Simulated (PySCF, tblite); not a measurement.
**C₂H₆B₂F₂O₂: geometry, infrared bands and NMR shifts**

Wanted: the infrared bands and NMR shifts of C₂H₆B₂F₂O₂ (`BBOCOC(F)F`), by calculation.

Computed with tblite 0.8.0 and PySCF 2.14.0, with density-fitted response routines of our own, on a single molecule in the gas phase. Atoms count from 0, in the outputs and in this text.

### Step 1. Starting geometry

14 atoms, charge 0, multiplicity 1; geometry from: force field or distance geometry start.

Bonds of the start (Å): B0–B1 1.67, B1–O2 1.50, O2–C3 1.40, C3–O4 1.40, O4–C5 1.41, C5–F6 1.40, C5–F7 1.37, B0–H8 1.17, B0–H9 1.21, B1–H10 1.19, C3–H11 1.12, C3–H12 1.10, C5–H13 1.10.

### Step 2. Relaxing the molecule with GFN2-xTB

Job settings and geometry (Å):

```
{"job": {"kind": "relax", "xc": "GFN2-xTB", "basis": "xTB"}, "charge": 0, "multiplicity": 1}
B     -2.916600     0.271700     0.443700
B     -1.750500    -0.864600     0.088100
O     -0.576800    -0.901400     1.022800
C      0.462600    -0.247800     0.348800
O      1.631300    -0.207100     1.117500
C      2.554600     0.464300     0.292700
F      2.784700     1.681900     0.942600
F      3.734800    -0.216700     0.121900
H     -2.726000     1.415400     0.311700
H     -3.783800    -0.120500     1.196400
H     -2.174100    -1.925300    -0.236600
H      0.620200    -0.832900    -0.588800
H      0.110900     0.775200     0.124800
H      2.028100     0.707300    -0.647800
```

Started as:

```
OMP_NUM_THREADS=1 python probes_run.py task.json out
```

One launch serves the whole session: the jobs run in the order shown.

**Question.** This job is followed by: GFN2-xTB harmonic vibrations, gas phase; GIAO PBE0/pcSseg-1 NMR shielding, non-relativistic, gas phase. Predict these results of the whole session: strongest single infrared mode (GFN2-xTB); zero-point energy (GFN2-xTB); ¹³C shifts against TMS (PBE0/pcSseg-1); ¹H shifts against TMS (PBE0/pcSseg-1, means over atoms taken as alike); ¹¹B shifts against BF3·OEt2 (PBE0/pcSseg-1); ¹⁷O shifts against H2O (PBE0/pcSseg-1); ¹⁹F shifts against CFCl3 (PBE0/pcSseg-1, means over atoms taken as alike).

As calculated:

| quantity | value |
| --- | --- |
| strongest single infrared mode (GFN2-xTB) | 1011 cm⁻¹, 242 km/mol |
| zero-point energy (GFN2-xTB) | 57.6 kcal/mol |
| ¹³C shifts against TMS (PBE0/pcSseg-1) | 122.8, 96.6 ppm |
| ¹H shifts against TMS (PBE0/pcSseg-1, means over atoms taken as alike) | 6.22, 6.15, 5.82, 5.60 ppm |
| ¹¹B shifts against BF3·OEt2 (PBE0/pcSseg-1) | 65.6, 34.2 ppm |
| ¹⁷O shifts against H2O (PBE0/pcSseg-1) | 244.6, 138.7 ppm |
| ¹⁹F shifts against CFCl3 (PBE0/pcSseg-1, means over atoms taken as alike) | -105.5 ppm |

In words: Over 218 steps the energy fell by 2.330 eV; of the close pairs, B1–O2 changed most, 1.501 to 1.370 Å. All 36 modes are real, so the xTB geometry is a minimum. The strongest single mode, at 1011 cm⁻¹, moves mainly C5. Unscaled tight-binding wavenumbers are off by several per cent, some by more. Its intensities can rank the bands wrongly. At PBE0/pcSseg-1: Shielding is most anisotropic at O2 (span 396 ppm, paramagnetic term -303 ppm).
